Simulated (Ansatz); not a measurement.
**CHClFNO₂Zr: vertical ionisation energy**

The task here is to estimate one member of a computed series from the others.

The runs use Ansatz 0.2.0, Gaussian basis; unrestricted cation, the program's frozen cores in correlated methods.

Levels to be run: UKS PBE-D4/def2-TZVPP; UKS r2SCAN-D4/def2-TZVPP; UKS PBE0-D4/def2-TZVPP; UKS B3LYP-D4/def2-TZVPP; UKS wB97X-V/def2-TZVPP; UKS wB97M-V/def2-TZVPP; UKS B2PLYP/def2-TZVPP; UHF-CCSD(T)/def2-TZVPP; UHF-MP2/def2-QZVPP; extrapolation to the limit; then −ε(HOMO) from the neutral's earlier runs with LDA (SPW92), PBE-D4, revPBE-D4, BLYP-D4, r2SCAN-D4, B97M-V, PBE0-D4, B3LYP-D4, r2SCANh-D4, r2SCAN0-D4, HSE06-D4, BHLYP-D4, CAM-B3LYP-D4, LC-ωPBE, ωB97X-V, ωB97M-V.

1 further run of the same task is left out (it didn't finish).

### The relaxed structure

All runs share one geometry, relaxed beforehand with PBE0-D4 in a triple-zeta def2 set. Zr takes the def2 core potential; no spin-orbit term is included.

SMILES `O=C=[N][Zr]([OH])([F])[Cl]`, 8 atoms, charge 0, spin multiplicity 1.

Atoms are counted from 1 here; the program's logs count them from 0.

Bond lengths: O1–C2 1.163 Å, C2–N3 1.203 Å, N3–Zr4 2.031 Å, Zr4–O5 1.889 Å, Zr4–F6 1.895 Å, Zr4–Cl7 2.350 Å, O5–H8 0.953 Å. Angles: O1–C2–N3 179.8°, C2–N3–Zr4 176.8°, N3–Zr4–O5 109.6°, N3–Zr4–F6 109.1°, N3–Zr4–Cl7 109.4°, O5–Zr4–F6 109.1°, O5–Zr4–Cl7 109.9°, F6–Zr4–Cl7 109.7°, Zr4–O5–H8 178.1°.

As a file:

```
O    -1.9859   -2.6543    1.3163
C    -1.2863   -1.7795    1.0039
N    -0.5611   -0.8745    0.6845
Zr    0.6161    0.6508    0.0417
O     0.0904    1.1666   -1.6982
F     0.4154    2.1260    1.2146
Cl    2.8603   -0.0475    0.0250
H    -0.1490    1.4124   -2.5878
```

Set-up of the first run:

File in.yaml:

```yaml
crystal:
  periodic: [false, false, false]
  atoms:
    - {symbol: O, position_ang: [-1.985882, -2.654269, 1.316304]}
    - {symbol: C, position_ang: [-1.286305, -1.779529, 1.003947]}
    - {symbol: N, position_ang: [-0.561100, -0.874498, 0.684490]}
    - {symbol: Zr, position_ang: [0.616105, 0.650765, 0.041728]}
    - {symbol: O, position_ang: [0.090396, 1.166574, -1.698247]}
    - {symbol: F, position_ang: [0.415383, 2.126047, 1.214593]}
    - {symbol: Cl, position_ang: [2.860347, -0.047501, 0.024985]}
    - {symbol: H, position_ang: [-0.148955, 1.412412, -2.587800]}
basis:
  gaussian: {orbitals: def2-TZVPP}
total_charge: 1
magnetization: {spin_polarized: true, initial_magnetization: 1}
hamiltonian: {xc: pbe, dispersion: d4}
```

Started as:

```console
ansatz run in.yaml --threads 2 --pin off --events-out ev --progress --plain --max-ram 32768MiB --backend cpu
```

Among the steps run: Cation, UKS PBE-D4/def2-TZVPP; Cation, UKS r2SCAN-D4/def2-TZVPP; Cation, UKS PBE0-D4/def2-TZVPP; Cation, UKS B3LYP-D4/def2-TZVPP; Cation, UKS wB97X-V/def2-TZVPP; Cation, UKS wB97M-V/def2-TZVPP; Cation, UKS B2PLYP (frozen core)/def2-TZVPP; Cation, UHF-CCSD(T)/def2-TZVPP; Cation, UHF-MP2/def2-QZVPP.

One table of the session follows, with a row left open; its other results are not shown here.

It belongs to the step «Ionisation energies side by side». Orbital estimates, from the neutral's runs:

| functional | −ε(HOMO) (eV) |
| --- | --- |
| LDA (SPW92) | 7.80 |
| PBE-D4 | 7.56 |
| revPBE-D4 | 7.47 |
| BLYP-D4 | 7.42 |
| r2SCAN-D4 | 7.89 |
| B97M-V | 7.90 |
| PBE0-D4 | 8.96 |
| B3LYP-D4 | 8.70 |
| r2SCANh-D4 | 8.41 |
| r2SCAN0-D4 | 9.20 |
| HSE06-D4 | 8.56 |
| BHLYP-D4 | 10.25 |
| CAM-B3LYP-D4 | ? |
| LC-ωPBE | 11.62 |
| ωB97X-V | 11.26 |
| ωB97M-V | 11.16 |

Q: Estimate the row for CAM-B3LYP-D4 from the others.

**Answer.** −ε(HOMO) (eV): 10.30. In the column «−ε(HOMO) (eV)» it lies between BHLYP-D4 (10.25) and ωB97M-V (11.16).

To keep in mind: The cation may have settled in a state other than its lowest; no search over hole states beyond the program's own was made.
